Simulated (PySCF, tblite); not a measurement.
# C₇H₇FS+ (doublet): geometry, infrared bands and EPR parameters

What infrared bands and EPR parameters should C₇H₇FS+ (doublet) (`C[C+]=[C]CCC(F)=C=S`) show?

The runs use tblite 0.8.0 and PySCF 2.14.0, with density-fitted response routines of our own; the level of theory stands in each step. All values are computed, except where a source is named. Atoms are numbered from 0 throughout.

**1. Starting geometry**

16 atoms, charge 1, multiplicity 2; geometry from: force field or distance geometry start.

Bonds of the start (Å): C0–C1 1.49, C1–C2 1.30, C2–C3 1.51, C3–C4 1.51, C4–C5 1.48, C5–F6 1.37, C5–C7 1.31, C7–S8 1.62, C0–H9 1.12, C0–H10 1.10, C0–H11 1.08, C3–H12 1.13, C3–H13 1.10, C4–H14 1.10, C4–H15 1.13.

**2. Relaxing the molecule with GFN2-xTB**

The job: settings as JSON, then the geometry in Å.

```
{"job": {"kind": "relax", "xc": "GFN2-xTB", "basis": "xTB"}, "charge": 1, "multiplicity": 2}
C      3.284600     0.241700     0.928700
C      1.872600    -0.206200     0.742300
C      0.627200    -0.417500     0.429300
C     -0.019600     0.512200    -0.568000
C     -1.331400    -0.039000    -1.066800
C     -2.302900    -0.235800     0.034400
F     -1.995600    -1.086500     1.066900
C     -3.452800     0.391600     0.080400
S     -4.883500     1.153500     0.107400
H      3.247600     1.199500     1.501300
H      3.792000    -0.535000     1.524000
H      3.712500     0.388700    -0.052900
H     -0.237100     1.459800    -0.000600
H      0.685800     0.708700    -1.393300
H     -1.232500    -0.997700    -1.590400
H     -1.774500     0.738400    -1.754000
```

On the command line:

```bash
OMP_NUM_THREADS=1 python probes_run.py task.json out
```

This one command runs all jobs of the session in turn.

**Question.** This job is followed by: GFN2-xTB harmonic vibrations, gas phase; UKS B3LYP, pcH-1 on C F H S, non-relativistic, mean-field spin-orbit, GIAO. What will the session give for the following? strongest single infrared mode (GFN2-xTB); zero-point energy (GFN2-xTB); g(iso) (B3LYP); ⟨S²⟩; largest a(iso) (averaged by class).

As calculated:

```
                                 quantity                   value
strongest single infrared mode (GFN2-xTB)  2307 cm⁻¹, 1367 km/mol
             zero-point energy (GFN2-xTB)           71.0 kcal/mol
                           g(iso) (B3LYP)                 2.00299
                                     ⟨S²⟩      0.755 (exact 0.75)
       largest a(iso) (averaged by class)     19F on F6, 77.4 MHz
```

**Reading.** Relaxing lowered the energy by 2.020 eV in 118 steps; the close pair that moved most is C1–C2, from 1.301 to 1.212 Å. The lowest mode is slightly imaginary (17i cm⁻¹), a soft motion within the noise of the Hessian, so the minimum is not strictly shown. The strongest single mode, at 2307 cm⁻¹, moves mainly C1 and C2. Unscaled tight-binding wavenumbers are off by several per cent, some by more. Its intensities can rank the bands wrongly. The largest share of the spin, 0.38 e, sits on S8. The isotropic g lies 0.7 ppt above the free-electron value. These values are for one conformer; the search (at its own cheap level) found 2 more, at 1.02, 1.48 kcal/mol, and measured spectra average over such forms.
